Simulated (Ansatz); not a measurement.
**CH8B2N2: basis-set convergence**

Aim: see how fast density functionals converge with the basis set for CH8B2N2.

Program: Ansatz 0.2.0, Gaussian basis. Level of theory: one geometry, several basis sets. These are calculated values, not measurements.

Levels to be run: PBE0-D4/def2-SVP; ωB97M-V/def2-SVP; PBE0-D4/def2-QZVPP; ωB97M-V/def2-QZVPP; the functionals' def2-TZVPP values are taken from earlier runs.

## 1. The relaxed structure

All runs share one geometry, relaxed beforehand with PBE0-D4 in a triple-zeta def2 set.

SMILES `BNB(C)N`, 13 atoms, charge 0, spin multiplicity 1.

Atoms are counted from 1 here; the program's logs count them from 0.

Bond lengths: B1–N2 1.397 Å, B1–H6 1.198 Å, B1–H7 1.200 Å, N2–B3 1.461 Å, N2–H8 1.010 Å, B3–C4 1.575 Å, B3–N5 1.398 Å, C4–H9 1.095 Å, C4–H10 1.092 Å, C4–H11 1.095 Å, N5–H12 1.003 Å, N5–H13 1.005 Å. Angles: N2–B1–H6 120.0°, N2–B1–H7 119.9°, H6–B1–H7 120.1°, B1–N2–B3 129.3°, B1–N2–H8 116.2°, B3–N2–H8 114.5°, N2–B3–C4 118.8°, N2–B3–N5 119.8°, C4–B3–N5 121.4°, B3–C4–H9 110.8°, B3–C4–H10 113.6°, B3–C4–H11 110.7°, H9–C4–H10 107.5°, H9–C4–H11 106.2°, H10–C4–H11 107.5°, B3–N5–H12 122.3°, B3–N5–H13 123.2°, H12–N5–H13 114.5°.

Coordinates:

```xyz
13
CH8B2N2
B    -1.9925   -0.0844    0.9269
N    -0.9914   -0.4404    0.0204
B     0.3707    0.0729   -0.1025
C     1.3015   -0.5086   -1.2327
N     0.8232    1.0612    0.7766
H    -3.0636   -0.6187    0.8764
H    -1.7785    0.7574    1.7554
H    -1.2326   -1.1532   -0.6527
H     0.8503   -0.3663   -2.2205
H     2.2953   -0.0569   -1.2566
H     1.4334   -1.5889   -1.1087
H     1.7505    1.4402    0.7248
H     0.2539    1.4507    1.5079
```

## 2. PBE0-D4 in def2-SVP

The input, in.yaml:

```yaml
crystal:
  periodic: [false, false, false]
  atoms:
    - {symbol: B, position_ang: [-1.992489, -0.084412, 0.926949]}
    - {symbol: N, position_ang: [-0.991380, -0.440440, 0.020445]}
    - {symbol: B, position_ang: [0.370693, 0.072919, -0.102539]}
    - {symbol: C, position_ang: [1.301460, -0.508564, -1.232685]}
    - {symbol: N, position_ang: [0.823244, 1.061179, 0.776645]}
    - {symbol: H, position_ang: [-3.063633, -0.618699, 0.876376]}
    - {symbol: H, position_ang: [-1.778503, 0.757388, 1.755446]}
    - {symbol: H, position_ang: [-1.232575, -1.153249, -0.652702]}
    - {symbol: H, position_ang: [0.850282, -0.366335, -2.220513]}
    - {symbol: H, position_ang: [2.295286, -0.056875, -1.256605]}
    - {symbol: H, position_ang: [1.433443, -1.588877, -1.108669]}
    - {symbol: H, position_ang: [1.750542, 1.440245, 0.724795]}
    - {symbol: H, position_ang: [0.253929, 1.450722, 1.507861]}
basis:
  gaussian: {orbitals: def2-SVP}
hamiltonian: {xc: pbe0, dispersion: d4}
output: {orbitals: {seedname: orbitals}}
```

After this run come: ωB97M-V in def2-SVP; PBE0-D4 in def2-QZVPP; ωB97M-V in def2-QZVPP.

Before running them: what should the planned runs give, taken together? Wanted: PBE0-D4: double and triple zeta above quadruple; ωB97M-V: double and triple zeta above quadruple.

The runs gave:

| quantity | value |
| --- | --- |
| PBE0-D4: double and triple zeta above quadruple | 6.47, 0.34 eV |
| ωB97M-V: double and triple zeta above quadruple | 6.76, 0.32 eV |

**Reading.** PBE0-D4 gains 6.13 eV from double to triple zeta, then 0.34 eV more. These are total energies; as a rule much of such shifts cancels in differences, which this series doesn't test. The LUMO of ωB97M-V is positive and keeps falling with the basis (1.98 to 1.34 eV): an unbound level that the basis holds in place.
